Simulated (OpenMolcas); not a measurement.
# Ir⁵⁺ among point charges: CASSCF and CASPT2 levels and susceptibility

How does a field of 5 point charges split the states of Ir⁵⁺, and what χT follows?

Program: OpenMolcas 26.06. Level of theory: state-averaged CASSCF and CASPT2, spin-orbit coupling by RASSI with atomic mean-field integrals. These are calculated values, not measurements, unless marked.

## (1) What is computed

```
Species                           : Ir⁵⁺ (iridium, Z = 77, 72 electrons)
Basis                             : ANO-RCC-VDZP [7s6p4d2f], 59 functions
Scalar Hamiltonian                : DKH2, point nucleus
Inactive shells                   : 1s 2s 2p 3s 3p 3d 4s 4p 4d 4f 5s 5p
Active space                      : 4 electrons in 5 orbitals (5d)
Some configurations of this space : 5d⁴
Orbitals                          : optimised for each spin and parity, averaged over all roots
```

The outer shells:

5d4
```
5d [↑ ][↑ ][↑ ][↑ ][  ]
```

The ion sits among 5 point charges of -1.5 e arranged as a trigonal bipyramid (D3h), 2.12 Å from the ion, with the axial distance 2.586 Å.

The work runs as a chain of OpenMolcas steps in one folder; each step below is one input file. Labels, J, g values, rates, χT and fits are worked out afterwards by a script from the matrices that RASSI stores.

## (2) Basis and integrals

The input, a.inp:

```
&GATEWAY
Coord
1

Ir 0.0 0.0 0.0
Basis=ANO-RCC-VDZP
Group=NoSym
NoMove
AngMom=0.0 0.0 0.0
AMFI
XField
5 Angstrom 0
2.120000 0.000000 0.000000 -1.500000
-1.060000 1.835974 0.000000 -1.500000
-1.060000 -1.835974 0.000000 -1.500000
0.000000 0.000000 2.586400 -1.500000
0.000000 0.000000 -2.586400 -1.500000
&SEWARD
```

Run with:

```
$ OMP_NUM_THREADS=1 MOLCAS_MEM=1689 MOLCAS_PROJECT=a pymolcas a.inp > a.log
```

## (3) Reference wave functions, quintets, 5 roots

The input, a.inp:

```
&RASSCF
FileOrb=start.orb
Symmetry=1
Spin=5
nActEl=4 0 0
Inactive=34
Ras2=5
CIRoot=5 5 1
SDav=5
CIMx=300
Iter=120 100
PrWF=0.3
OrbListing=Nothing
MaxOrb=0
>>> COPY $Project.JobIph JOB001
```

start.orb holds the contracted functions of the basis, ordered by shell, or the orbitals of the step before.

## (4) CASSCF: triplets, 45 roots

The input, a.inp:

```
&RASSCF
FileOrb=start.orb
Symmetry=1
Spin=3
nActEl=4 0 0
Inactive=34
Ras2=5
CIRoot=45 45 1
SDav=45
CIMx=300
Iter=120 100
PrWF=0.3
OrbListing=Nothing
MaxOrb=0
>>> COPY $Project.JobIph JOB002
```

## (5) Reference wave functions, singlets, 50 roots

The input, a.inp:

```
&RASSCF
FileOrb=start.orb
Symmetry=1
Spin=1
nActEl=4 0 0
Inactive=34
Ras2=5
CIRoot=50 50 1
SDav=50
CIMx=300
Iter=120 100
PrWF=0.3
OrbListing=Nothing
MaxOrb=0
>>> COPY $Project.JobIph JOB003
```

## (6) State interaction with spin-orbit coupling

The input, a.inp:

```
&RASSI
NrOfJobIphs=3 5 45 50
1 2 3 4 5
1 2 3 4 5 6 7 8 9 10 11 12 13 14 15 16 17 18 19 20 21 22 23 24 25 26 27
28 29 30 31 32 33 34 35 36 37 38 39 40 41 42 43 44 45
1 2 3 4 5 6 7 8 9 10 11 12 13 14 15 16 17 18 19 20 21 22 23 24 25 26 27
28 29 30 31 32 33 34 35 36 37 38 39 40 41 42 43 44 45 46 47 48 49 50
IphNames
JOB001
JOB002
JOB003
EJob
SpinOrbit
DIPRint=1.0
SOCoupling=1000.0
Subsets=2
Property=9
'ANGMOM' 1 'ANGMOM' 2 'ANGMOM' 3 'MLTPL  1' 1 'MLTPL  1' 2 'MLTPL  1' 3
'AMFI' 1 'AMFI' 2 'AMFI' 3
SOProperty=3
'ANGMOM' 1 'ANGMOM' 2 'ANGMOM' 3
```

## (7) CASPT2: IPEA 0.25, imaginary shift 0.1 (closed shells correlated: 4f 5s 5p)

The input, a.inp:

```
>>> COPY JOB001 $Project.JobIph
&CASPT2
Multistate=5 1 2 3 4 5
NoMult
Frozen=23
IPEA=0.25
Imaginary=0.1
MaxIter=60
WThr=0.0 0.3 0.05
PrWF=0.5
NoMix
>>> COPY JOB002 $Project.JobIph
&CASPT2
Multistate=45 1 2 3 4 5 6 7 8 9 10 11 12 13 14 15 16 17 18 19 20 21 22
23 24 25 26 27 28 29 30 31 32 33 34 35 36 37 38 39 40 41 42 43 44 45
NoMult
Frozen=23
IPEA=0.25
Imaginary=0.1
MaxIter=60
WThr=0.0 0.3 0.05
PrWF=0.5
NoMix
>>> COPY JOB003 $Project.JobIph
&CASPT2
Multistate=50 1 2 3 4 5 6 7 8 9 10 11 12 13 14 15 16 17 18 19 20 21 22
23 24 25 26 27 28 29 30 31 32 33 34 35 36 37 38 39 40 41 42 43 44 45 46
47 48 49 50
NoMult
Frozen=23
IPEA=0.25
Imaginary=0.1
MaxIter=60
WThr=0.0 0.3 0.05
PrWF=0.5
NoMix
```

(Steps that only read results are left out.)

Q: Predict the outcome of this session. Wanted: spin-free ground state; first state of the same spin within the active space; lowest level; next level.

The runs gave:

| quantity | value |
| --- | --- |
| method | SS-CASPT2, IPEA 0.25, imaginary shift 0.1 (closed shells correlated: 4f 5s 5p) |
| spin-free ground state | 5E, 2-fold in its orbital part |
| first state of the same spin within the active space | 5A1 at 1360 cm⁻¹ |
| lowest level | 1-fold A1 |
| next level | 5151.4 cm⁻¹ |
| χT at 300 K | 0.04 cm³ K/mol |
| effective moment at 300 K | 0.58 μB |

Cost by method:

```csv
method,time of its own steps,time with the reference
A. CASSCF,18 s,18 s
"B. SS-CASPT2, IPEA 0.25, imaginary shift 0.1, +4f 5s 5p",17 s,35 s
```

Times are of one thread on a shared host.

The spin-free ground state (5E) comes to 100 % from free-ion D terms and keeps the highest spin of the shell. χT at 300 K is 0.04, against 3.01 cm³ K/mol for the spin alone, so spin-orbit coupling lowers it. An active space of the d shell alone favours high spin; real ions in strong fields can be low spin. CASPT2 does not keep the components of a term degenerate, and the means are used. The field of point charges can differ much from that of real complexes. With metal d orbitals alone active, the gaps between spin states are rough; where two lie within a few thousand cm-1, their order is open. Point charges carry no covalency, so the field is a model and not that of real ligands.
